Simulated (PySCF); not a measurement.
# CH5GaS (SMILES [CH3][GaH][SH]): levels of theory compared

Aim: a comparison of 5 runs (HF/STO-3G, HF/3-21G, B3LYP/6-31G*, TPSSh/pcseg-2, MP2/cc-pVTZ) of CH5GaS. The job is set up through a Python script.

The calculation is run with PySCF 2.14.0.

**1. The structure to begin with**

The species is CH5GaS (8 atoms), meant as a singlet with charge 0. SMILES: `[CH3][GaH][SH]`. Geometry: relaxed at PBE0-D4/def2-TZVP. This is one conformer, not always the lowest.

Bond lengths: C1–Ga2 1.960 Å, Ga2–S3 2.208 Å, C1–H4 1.093 Å, C1–H5 1.090 Å, C1–H6 1.093 Å, Ga2–H7 1.564 Å, S3–H8 1.343 Å. Angles: C1–Ga2–S3 119.9°, C1–Ga2–H7 126.4°, S3–Ga2–H7 113.7°, Ga2–C1–H4 110.0°, Ga2–C1–H5 112.0°, Ga2–C1–H6 109.8°, Ga2–S3–H8 95.1°, H4–C1–H5 108.8°, H4–C1–H6 107.4°, H5–C1–H6 108.7°.

**2. Energy and gradient at HF/STO-3G (run 1)**

run.py

```python
# [CH3][GaH][SH]
from pyscf import gto, scf

mol = gto.M(
    atom='''
C     -0.822600     0.630300    -0.510700
Ga     0.973600     0.037600     0.003700
S      1.217500    -1.725900     1.309100
H     -0.967200     1.675400    -0.226100
H     -1.600900     0.027200    -0.042900
H     -0.936300     0.569300    -1.596000
H      2.326300     0.695600    -0.424400
H     -0.098200    -1.966600     1.431400
''',
    basis='sto-3g',
    max_memory=1860,
    verbose=4,
)

myscf = scf.RHF(mol)
myscf.conv_tol = 1e-10
myscf.kernel()
if not myscf.converged:
    myscf = myscf.newton().run(myscf.mo_coeff, myscf.mo_occ)

e_final = myscf.e_tot
print('Final energy', e_final)
grad = myscf.nuc_grad_method().kernel()
myscf.analyze()
```

Started as:

```sh
$ OMP_NUM_THREADS=1 python run.py
```

What it wrote:

```text
PySCF version 2.14.0

[... 74 lines left out ...]
converged SCF energy = -2334.39943028226
[... 15 lines left out ...]
One-electron Energy =                -3763.881238532157113
[... 5 lines left out ...]
MO #1   energy= -374.567136904293  occ= 2
[... 3 lines left out ...]
MO #5   energy= -41.8550081536704  occ= 2
[... 3 lines left out ...]
MO #9   energy= -6.25581242292958  occ= 2
[... 3 lines left out ...]
MO #13  energy= -3.89256366464705  occ= 2
[... 3 lines left out ...]
MO #17  energy= -0.863765961253498 occ= 2
[... 3 lines left out ...]
MO #21  energy= -0.436856149691645 occ= 2
[... 3 lines left out ...]
MO #25  energy= -0.298454284845039 occ= 2
[... 3 lines left out ...]
MO #29  energy= -0.253013766405829 occ= 2
[... 3 lines left out ...]
MO #33  energy= 0.489942256672652  occ= 0
[... 3 lines left out ...]
MO #37  energy= 0.766784742638194  occ= 0
[... 9 lines left out ...]
pop of  1 Ga 3s           1.99890
pop of  1 Ga 4s           1.16788
pop of  1 Ga 2px          2.00000
pop of  1 Ga 2py          2.00000
pop of  1 Ga 2pz          2.00000
pop of  1 Ga 3px          1.99901
pop of  1 Ga 3py          1.99884
pop of  1 Ga 3pz          1.99882
pop of  1 Ga 4px          0.85197
pop of  1 Ga 4py          0.58110
pop of  1 Ga 4pz          0.40997
pop of  1 Ga 3dxy         1.96686
pop of  1 Ga 3dyz         1.94099
pop of  1 Ga 3dz^2        1.96175
pop of  1 Ga 3dxz         1.97987
pop of  1 Ga 3dx2-y2      1.92912
pop of  2 S 1s            2.00000
pop of  2 S 2s            1.99966
pop of  2 S 3s            1.76708
pop of  2 S 2px           1.99922
pop of  2 S 2py           1.99951
pop of  2 S 2pz           1.99969
pop of  2 S 3px           1.11009
pop of  2 S 3py           1.45100
pop of  2 S 3pz           1.63075
pop of  3 H 1s            0.96718
pop of  4 H 1s            0.97399
pop of  5 H 1s            0.96702
pop of  6 H 1s            1.08910
pop of  7 H 1s            1.04614
 ** Mulliken atomic charges  **
charge of    0C =     -0.21452
charge of    1Ga =      0.21494
charge of    2S =      0.04301
charge of    3H =      0.03282
charge of    4H =      0.02601
charge of    5H =      0.03298
charge of    6H =     -0.08910
charge of    7H =     -0.04614
Dipole moment(X, Y, Z, Debye): -0.84806,  0.24215, -0.21796
```

It took 3 s on 1 thread of Arm Neoverse N1, shared host; peak memory 0.12 GiB.

**3. Energy and forces at HF/3-21G (run 2)**

input.py

```python
# [CH3][GaH][SH]
import pyscf.grad
from pyscf import gto

system = gto.M(
    atom='''
C     -1.554489     1.191094    -0.965083
Ga     1.839837     0.071054     0.006992
S      2.300742    -3.261478     2.473840
H     -1.827743     3.166047    -0.427267
H     -3.025263     0.051401    -0.081069
H     -1.769351     1.075821    -3.016003
H      4.396070     1.314493    -0.802000
H     -0.185571    -3.716335     2.704954
''',
    verbose=4,
    max_memory=1860,
    unit='bohr',
    charge=0,
    basis='3-21g',
)

hf = system.RHF()
hf.conv_tol = 1e-10
hf.kernel()
if not hf.converged:
    hf = hf.newton().run(hf.mo_coeff, hf.mo_occ)

energy = hf.e_tot
print(f'total energy: {energy:.8f} hartree')
grad = hf.Gradients().kernel()
hf.analyze()
```

Started as:

```sh
$ OMP_NUM_THREADS=1 python input.py
```

What it wrote:

```text
PySCF version 2.14.0

[... 63 lines left out ...]
total energy: -2349.99443769 hartree
[... 17 lines left out ...]
DFT Exchange-Correlation Energy =     -105.493584443053351
[... 7 lines left out ...]
MO #6   energy= -42.2422307184017  occ= 2
[... 5 lines left out ...]
MO #12  energy= -6.3700706051463   occ= 2
[... 5 lines left out ...]
MO #18  energy= -1.12400341551205  occ= 2
[... 5 lines left out ...]
MO #24  energy= -0.56325947536913  occ= 2
[... 5 lines left out ...]
MO #30  energy= 0.058403266230753  occ= 0
[... 5 lines left out ...]
MO #36  energy= 0.286688122712954  occ= 0
[... 5 lines left out ...]
MO #42  energy= 0.711786122792775  occ= 0
[... 5 lines left out ...]
MO #48  energy= 1.06823239230258   occ= 0
[... 5 lines left out ...]
MO #54  energy= 1.96651484121603   occ= 0
[... 26 lines left out ...]
pop of  1 Ga 5py          0.00956
pop of  1 Ga 5pz          0.00542
pop of  1 Ga 3dxy         1.99326
pop of  1 Ga 3dyz         1.99359
pop of  1 Ga 3dz^2        1.99607
pop of  1 Ga 3dxz         1.99528
pop of  1 Ga 3dx2-y2      1.99117
pop of  2 S 1s            1.99999
pop of  2 S 2s            1.99965
pop of  2 S 3s            1.69664
pop of  2 S 4s            0.00534
pop of  2 S 2px           1.99980
pop of  2 S 2py           1.99991
pop of  2 S 2pz           1.99993
pop of  2 S 3px           1.24334
pop of  2 S 3py           1.62758
pop of  2 S 3pz           1.74230
pop of  2 S 4px           0.00641
pop of  2 S 4py           0.00283
pop of  2 S 4pz           0.00274
pop of  3 H 1s            0.88241
pop of  3 H 2s            0.00775
pop of  4 H 1s            0.88940
pop of  4 H 2s            0.00807
pop of  5 H 1s            0.88237
pop of  5 H 2s            0.00773
pop of  6 H 1s            1.11954
pop of  6 H 2s            0.00050
pop of  7 H 1s            0.92455
pop of  7 H 2s            0.00540
 ** Mulliken atomic charges  **
charge of    0C =     -0.54818
charge of    1Ga =      0.60234
charge of    2S =     -0.32644
charge of    3H =      0.10984
charge of    4H =      0.10254
charge of    5H =      0.10990
charge of    6H =     -0.12004
charge of    7H =      0.07005
Dipole moment(X, Y, Z, Debye): -2.08843,  1.86275, -1.45670
```

It took 3 s on 1 thread of Arm Neoverse N1, shared host; peak memory 0.13 GiB.

Runs 3 to 4 aren't shown in full; the table further down has their settings and results.

**4. Energy and gradient at MP2/cc-pVTZ (run 5)**

input.py

```python
# [CH3][GaH][SH]
from pyscf import gto, mp

molecule = gto.M(
    atom='''
C     -0.822600     0.630300    -0.510700
Ga     0.973600     0.037600     0.003700
S      1.217500    -1.725900     1.309100
H     -0.967200     1.675400    -0.226100
H     -1.600900     0.027200    -0.042900
H     -0.936300     0.569300    -1.596000
H      2.326300     0.695600    -0.424400
H     -0.098200    -1.966600     1.431400
''',
    max_memory=1860,
    verbose=4,
    basis='cc-pvtz',
    spin=0,
)

myscf = molecule.RHF()
myscf.conv_tol = 1e-10
myscf.kernel()
if not myscf.converged:
    myscf = myscf.newton().run(myscf.mo_coeff, myscf.mo_occ)

pt = mp.MP2(myscf, frozen=15).run()
e_final = pt.e_tot
print('E = %.10f Eh' % e_final)
grad = pt.nuc_grad_method().kernel()
myscf.analyze()
```

Started as:

```sh
$ OMP_NUM_THREADS=1 python input.py
```

What it wrote:

```text
PySCF version 2.14.0

[... 91 lines left out ...]
MO #1   energy= -378.815250820309  occ= 2
[... 15 lines left out ...]
MO #17  energy= -1.20494875585315  occ= 2
[... 15 lines left out ...]
MO #33  energy= 0.157161858985456  occ= 0
[... 15 lines left out ...]
MO #49  energy= 0.480830588222658  occ= 0
[... 15 lines left out ...]
MO #65  energy= 0.92871272984468   occ= 0
[... 15 lines left out ...]
MO #81  energy= 1.27374616541133   occ= 0
[... 15 lines left out ...]
MO #97  energy= 1.87287365310279   occ= 0
[... 15 lines left out ...]
MO #113 energy= 2.57780749979961   occ= 0
[... 15 lines left out ...]
MO #129 energy= 3.41857389119946   occ= 0
[... 15 lines left out ...]
MO #145 energy= 4.07189684470201   occ= 0
[... 15 lines left out ...]
MO #161 energy= 4.55811309786309   occ= 0
[... 15 lines left out ...]
MO #177 energy= 13.0687565781149   occ= 0
[... 149 lines left out ...]
pop of  5 H 3dxz          0.00005
pop of  5 H 3dx2-y2       0.00001
pop of  6 H 1s            1.11871
pop of  6 H 2s            0.00074
pop of  6 H 3s            0.00076
pop of  6 H 2px           0.00275
pop of  6 H 2py           0.00061
pop of  6 H 2pz           0.00028
pop of  6 H 3px           0.00005
pop of  6 H 3py           0.00005
pop of  6 H 3pz           0.00003
pop of  6 H 3dxy          0.00008
pop of  6 H 3dyz          0.00000
pop of  6 H 3dz^2         0.00002
pop of  6 H 3dxz          0.00004
pop of  6 H 3dx2-y2       0.00004
pop of  7 H 1s            0.90595
pop of  7 H 2s            0.00638
pop of  7 H 3s            0.00091
pop of  7 H 2px           0.00458
pop of  7 H 2py           0.00108
pop of  7 H 2pz           0.00114
pop of  7 H 3px           0.00055
pop of  7 H 3py           0.00003
pop of  7 H 3pz           0.00002
pop of  7 H 3dxy          0.00006
pop of  7 H 3dyz          0.00002
pop of  7 H 3dz^2         0.00015
pop of  7 H 3dxz          0.00002
pop of  7 H 3dx2-y2       0.00036
 ** Mulliken atomic charges  **
charge of    0C =     -0.55367
charge of    1Ga =      0.58729
charge of    2S =     -0.32121
charge of    3H =      0.11303
charge of    4H =      0.10663
charge of    5H =      0.11334
charge of    6H =     -0.12416
charge of    7H =      0.07876
Dipole moment(X, Y, Z, Debye): -1.56115,  1.15273, -0.91072
```

Run time: 3.8 min. Hardware: 1 thread of Arm Neoverse N1, shared host; peak memory 2.4 GiB.

**5. All runs side by side**

| run | level | integration grid | frozen core orbitals | energy (Eh) | dipole moment (D) of the reference | HOMO energy (eV) | LUMO energy (eV) | wall time |
| --- | --- | --- | --- | --- | --- | --- | --- | --- |
| 1 | HF/STO-3G | – | – | -2334.399430 | 0.91 | -6.88 | 5.22 | 3 s |
| 2 | HF/3-21G | – | – | -2349.994438 | 3.15 | -10.32 | 1.59 | 3 s |
| 3 | B3LYP/6-31G* (spherical functions) | 5 | – | -2363.958959 | 2.24 | -7.15 | -1.24 | 40 s |
| 4 | TPSSh/pcseg-2 | 5 | – | -2364.271702 | 2.03 | -6.92 | -1.41 | 5.9 min |
| 5 | MP2/cc-pVTZ | – | 15 | -2362.190611 | 2.14 | -10.20 | 1.69 | 3.8 min |

**6. What came out**

| quantity | value |
| --- | --- |
| run 5: total energy | -2362.19061 Eh |
| run 5: dipole moment (Hartree–Fock density) | 2.14 D |
| run 5: HOMO energy (Hartree–Fock orbitals) | -10.20 eV |
| run 5: LUMO energy (Hartree–Fock orbitals) | 1.69 eV |
| run 5: HOMO–LUMO gap (Hartree–Fock orbitals) | 11.89 eV |
| run 5: correlation energy (15 core orbitals frozen) | -524.0 mEh |
| run 5: largest force on an atom | 0.200 eV/Å |

What this shows: Over runs 1, 2, 3, 4 the dipole moment (its size) runs from 0.91 D (HF/STO-3G) to 3.15 D (HF/3-21G). Over runs 1, 2, 3, 4 the HOMO–LUMO gap runs from 5.51 eV (TPSSh/pcseg-2) to 12.10 eV (HF/STO-3G). The two ends differ in method and basis. Totals of different functionals can't be ranked against each other. In run 1 the basis is minimal, so the values are rough. All runs together took 10 min, the longest 5.9 min.
